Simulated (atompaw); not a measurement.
**A PAW (atompaw) potential for W, from input to tests**

Do these settings give a usable potential? It is generated, then checked for scattering, ghosts and hardness.

Method: atompaw 4.2.0.5, PBEsol, scalar-relativistic.

### Step 1. The atom and the settings

Typed settings, in words:

- element: tungsten (W, Z = 74)
- type: PAW
- frozen core: [Xe] 4f14
- valence charge: 6
- reference configuration: 5d4 6s1.5 6p0.5
- partial waves: 6s (bound): rc 3.00 bohr; 6s channel at -0.15 Ry: rc 2.80 bohr; 6p (bound): rc 3.00 bohr; 6p channel at 1.55 Ry: rc 3.00 bohr; 5d (bound): rc 3.00 bohr; 5d channel at 0.1 Ry: rc 3.00 bohr
- local potential: troulliermartins scheme with l = 3 at -0.5 Ry, radius 2.10 bohr
- core correction: smooth core density matched at 2.55 bohr
- augmentation charge: sinc compensation charge, radius 2.75 bohr; PAW radius 3.00 bohr; waves and projectors: custom polynom2 7 10 vanderbiltortho

### Step 2. Generating the potential

Contents of W.input:

```
W 74
GGA-PBESOL scalarrelativistic loggrid 2001 logderivrange -2 5 176
6 6 5 4 0 0
6 0 1.5
6 1 0.5
5 2 4
0 0 0
c
c
c
c
c
v
c
c
c
c
v
c
c
v
c
2
3.00 2.75 2.10 2.55
y
-0.15
n
y
1.55
n
y
0.1
n
custom polynom2 7 10 vanderbiltortho sinc
3 -0.5 troulliermartins
3.00
2.80
3.00
3.00
3.00
3.00
PWSCFOUT
UPFDX 0.0125d0 UPFXMIN -7.d0 UPFZMESH 74.d0
END
```

Run with:

```sh
atompaw < W.input > W.log
```

**Question.** What will these runs give? Wanted: cutoffs for 10 and 1 mRy, occupied levels; bound ghosts; largest phase difference near zero energy, channels read; lowest eigenvalue of the overlap; share of valence orbitals outside the PAW sphere; UPF file.

As calculated:

```
                                                quantity                            value
               cutoffs for 10 and 1 mRy, occupied levels                  18 Ry and 35 Ry
                                            bound ghosts  s at -955.40 eV, p at -56.99 eV
largest phase difference near zero energy, channels read                        0.002 rad
         lowest eigenvalue of the overlap (Bessel basis)                        0.050 (s)
        share of valence orbitals outside the PAW sphere        6s 49 %, 6p 82 %, 5d 14 %
                                                UPF file                          written
```

**Reading.** A bound ghost (s, p) makes it unfit for use: electrons can fall into a state that the atom doesn't have. It counts as soft on the atom at that tolerance, with 18 Ry needed at the looser tolerance. The slowest level is 5d: taken alone it needs 21 Ry to come within 1 mRy, against 10 Ry for 6s. Near zero energy the phases of the channels with partial waves agree within 0.002 rad.
